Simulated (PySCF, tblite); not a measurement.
**C4H8NSeSi radical: geometry, infrared bands and EPR parameters**

What infrared bands and EPR parameters should C4H8NSeSi radical (`[SiH3]C[C@H]1C=C[Se][N]1`) show?

The runs use tblite 0.8.0 and PySCF 2.14.0, with density-fitted response routines of our own; the level of theory stands in each step. All values are computed, except where a source is named. Atoms are numbered from 0 throughout.

### 1 Starting geometry

15 atoms, charge 0, multiplicity 2; geometry from: force field or distance geometry start.

Bonds of the start (Å): Si0–C1 1.86, C1–C2 1.54, C2–C3 1.49, C3–C4 1.30, C4–Se5 1.90, Se5–N6 1.90, N6–C2 1.48, Si0–H7 1.48, Si0–H8 1.47, Si0–H9 1.48, C1–H10 1.12, C1–H11 1.10, C2–H12 1.12, C3–H13 1.10, C4–H14 1.08.

### 2 Geometry optimisation with GFN2-xTB

Job settings and geometry (Å):

```
{"job": {"kind": "relax", "xc": "GFN2-xTB", "basis": "xTB"}, "charge": 0, "multiplicity": 2}
Si    -2.385100    -0.221000     0.020800
C     -0.592900    -0.688600    -0.182100
C      0.354900     0.334600     0.478200
C      1.760700    -0.145000     0.432300
C      2.555700     0.414400    -0.437900
Se     1.685700     1.754800    -1.467400
N      0.256200     1.628300    -0.229600
H     -2.635600     1.070800    -0.646000
H     -3.233200    -1.260400    -0.584200
H     -2.721400    -0.097500     1.455200
H     -0.451200    -1.685400     0.309900
H     -0.363600    -0.797700    -1.253500
H      0.050300     0.488700     1.547200
H      2.113600    -0.952800     1.084800
H      3.601400     0.164900    -0.549700
```

The run is started by

```bash
$ OMP_NUM_THREADS=1 python probes_run.py task.json out
```

This one command runs all jobs of the session in turn.

**Question.** This job is followed by: GFN2-xTB harmonic vibrations, gas phase; UKS B3LYP, def2-TZVP-core on Se, pcH-1 on C H N Si, non-relativistic, mean-field spin-orbit, GIAO. What will the session give for the following? strongest single infrared mode (GFN2-xTB); zero-point energy (GFN2-xTB); g(iso) (B3LYP); ⟨S²⟩; largest a(iso) (averaged by class); surface potential, 1st and 99th percentile.

As calculated:

| quantity | value |
| --- | --- |
| strongest single infrared mode (GFN2-xTB) | 794 cm⁻¹, 406 km/mol |
| zero-point energy (GFN2-xTB) | 64.9 kcal/mol |
| g(iso) (B3LYP) | 2.01281 |
| ⟨S²⟩ | 0.757 (exact 0.75) |
| largest a(iso) (averaged by class) | 1H on H12, 127.1 MHz |
| surface potential, 1st and 99th percentile | -1.40 V and 1.29 V |

In words: The optimisation took 111 steps and gained 0.438 eV; among the close pairs (by a distance rule), Se5–N6 changed most, from 1.895 to 1.745 Å. All 39 modes are real, so the xTB geometry is a minimum. The strongest single mode, at 794 cm⁻¹, is spread over several atoms, H8, Si0, H7, H9 among them. Unscaled tight-binding wavenumbers are off by several per cent, some by more. Its intensities can rank the bands wrongly. N6 carries the largest spin population, 0.65 e. The isotropic g lies 10.5 ppt above the free-electron value. The hyperfine terms hold no scalar relativity, which the heavier nuclei need.
